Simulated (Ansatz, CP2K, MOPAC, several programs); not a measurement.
Energy against volume for In4Sb3As as one 8-atom ordering (I-42m) on the zincblende lattice, at fixed shape and fractional coordinates, computed by several methods (PBE and r2SCAN, where shown, with plane waves in Ansatz); the cell shown is that of r2SCAN. With free coordinates or axes held, a curve is too stiff, and on another method's shape its minimum isn't the method's own volume. Space group I-42m (No. 121), tetragonal; conventional cell a = 6.447 Å, c = 12.877 Å, 33.45 Å³ an atom. As has 4 In at 2.67 Å; In has 1 As at 2.67 Å and 3 Sb at 2.82–2.85 Å; Sb has 4 In at 2.82 Å; Sb has 4 In at 2.85 Å. These are computed values for a spin-unpolarised cell that may be hypothetical; none is a measurement. Energies count from each curve's lowest point; fits are third-order Birch-Murnaghan.

```yaml
crystal:
  lattice:
    - [-3.22342, 3.22342, 6.43839]
    - [3.22342, -3.22342, 6.43839]
    - [3.22342, 3.22342, -6.43839]
  atoms:
    - { symbol: As, position: [0.00000, 0.00000, 0.00000] }
    - { symbol: In, position: [0.64078, 0.64078, 0.52310] }
    - { symbol: Sb, position: [0.25000, 0.75000, 0.50000] }
    - { symbol: In, position: [0.88233, 0.35922, 0.00000] }
    - { symbol: Sb, position: [0.50000, 0.50000, 0.00000] }
    - { symbol: In, position: [0.11767, 0.11767, 0.47690] }
    - { symbol: Sb, position: [0.75000, 0.25000, 0.50000] }
    - { symbol: In, position: [0.35922, 0.88233, 0.00000] }
```

PBE/DZVP (CP2K), on the shape of the cell shown:
```tsv
V (Å³/atom)	E (meV/atom)
29.435	151.59
31.442	54.25
33.449	8.54
35.456	0.00
37.463	17.92
```
V₀ = 35.01 Å³ an atom and B₀ = 39 GPa.

PBE, on the shape of its own relaxed cell:
```
V (Å³/atom)  E (meV/atom)
     32.607         17.48
     33.647          4.16
     34.688          0.00
     35.729          3.55
     36.769         13.54
```
V₀ = 34.70 Å³ an atom and B₀ = 39 GPa.

PBE/SZV (CP2K), on the shape of the cell shown:
```csv
V (Å³/atom),E (meV/atom)
29.435,195.39
31.442,77.89
33.449,18.05
35.456,0.00
37.463,12.27
```
V₀ = 35.54 Å³ an atom and B₀ = 42 GPa.

PM7 (MOPAC), on the shape of the cell shown, as a cluster of 64 atoms at the zone centre:

| V (Å³/atom) | E (meV/atom) |
| --- | --- |
| 29.435 | 0.00 |
| 31.442 | 28.73 |
| 33.449 | 118.76 |
| 35.456 | 249.29 |
| 37.463 | 404.26 |

The lowest point is an end point, so the minimum isn't bracketed.

Question: r2SCAN, on the shape of its own relaxed cell, gives
```tsv
V (Å³/atom)	E (meV/atom)
31.442	19.40
32.445	4.52
33.449	0.00
34.452	4.14
35.456	15.67
```
What equilibrium volume and bulk modulus follow?

Answer: V₀ = 33.44 Å³ an atom and B₀ = 46 GPa.
